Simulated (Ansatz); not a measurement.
# C₃H₅FGe: how energies converge with the basis set

Aim: see how fast density functionals converge with the basis set for C₃H₅FGe.

Method: one geometry, several basis sets; program: Ansatz 0.2.0, Gaussian basis.

The runs, in order: PBE0-D4/def2-SVP; ωB97M-V/def2-SVP; PBE0-D4/def2-QZVPP; ωB97M-V/def2-QZVPP; the functionals' def2-TZVPP values are taken from earlier runs.

**1. The relaxed structure**

All runs share one geometry, relaxed beforehand with PBE0-D4/def2-TZVP.

SMILES `FC1=[CH][GeH2][CH2]1`, 10 atoms, charge 0, spin multiplicity 1.

Atoms are counted from 1 here; the program's logs count them from 0.

Bond lengths: F1–C2 1.336 Å, C2–C3 1.335 Å, C2–C5 1.496 Å, C3–Ge4 1.938 Å, C3–H6 1.080 Å, Ge4–C5 1.993 Å, Ge4–H7 1.537 Å, Ge4–H8 1.537 Å, C5–H9 1.091 Å, C5–H10 1.091 Å. Angles: F1–C2–C3 126.6°, F1–C2–C5 120.3°, C3–C2–C5 113.1°, C2–C3–Ge4 89.7°, C2–C3–H6 128.2°, Ge4–C3–H6 142.1°, C3–Ge4–C5 73.9°, C3–Ge4–H7 117.6°, C3–Ge4–H8 117.6°, C5–Ge4–H7 116.4°, C5–Ge4–H8 116.4°, H7–Ge4–H8 110.8°, C2–C5–Ge4 83.3°, C2–C5–H9 114.2°, C2–C5–H10 114.2°, Ge4–C5–H9 116.8°, Ge4–C5–H10 116.8°, H9–C5–H10 109.6°.

**2. PBE0-D4 in def2-SVP**

Input file in.yaml:

```yaml
crystal:
  periodic: [false, false, false]
  atoms:
    - {symbol: F, position_ang: [0.571704, 0.610177, 2.267821]}
    - {symbol: C, position_ang: [0.177190, 0.192421, 1.061957]}
    - {symbol: C, position_ang: [-0.767206, -0.715395, 0.804317]}
    - {symbol: Ge, position_ang: [-0.455200, -0.484797, -1.094739]}
    - {symbol: C, position_ang: [0.808600, 0.750953, -0.173583]}
    - {symbol: H, position_ang: [-1.373015, -1.267381, 1.508435]}
    - {symbol: H, position_ang: [-1.569277, 0.172470, -1.924169]}
    - {symbol: H, position_ang: [0.174661, -1.658993, -1.860033]}
    - {symbol: H, position_ang: [0.642937, 1.820129, -0.315961]}
    - {symbol: H, position_ang: [1.872605, 0.529117, -0.271144]}
basis:
  gaussian: {orbitals: def2-SVP}
hamiltonian: {xc: pbe0, dispersion: d4}
output: {orbitals: {seedname: orbitals}}
```

On the command line:

```sh
$ ansatz run in.yaml --threads 4 --pin off --events-out ev --progress --plain --max-ram 10444MiB
```

Further steps of the session: ωB97M-V in def2-SVP; PBE0-D4 in def2-QZVPP; ωB97M-V in def2-QZVPP.

Before running them: what should the planned runs give, taken together? Wanted: PBE0-D4: double and triple zeta above quadruple; ωB97M-V: double and triple zeta above quadruple.

The runs gave:

| quantity | value |
| --- | --- |
| PBE0-D4: double and triple zeta above quadruple | 15.45, 1.53 eV |
| ωB97M-V: double and triple zeta above quadruple | 15.61, 1.48 eV |

In words: For PBE0-D4 the step from double to triple zeta gains 13.92 eV and the next only 1.53 eV. Total energies overstate the basis error of differences, where much of it tends to cancel. The LUMO of ωB97M-V is positive and keeps falling with the basis (2.45 to 1.47 eV): an unbound level that the basis holds in place.
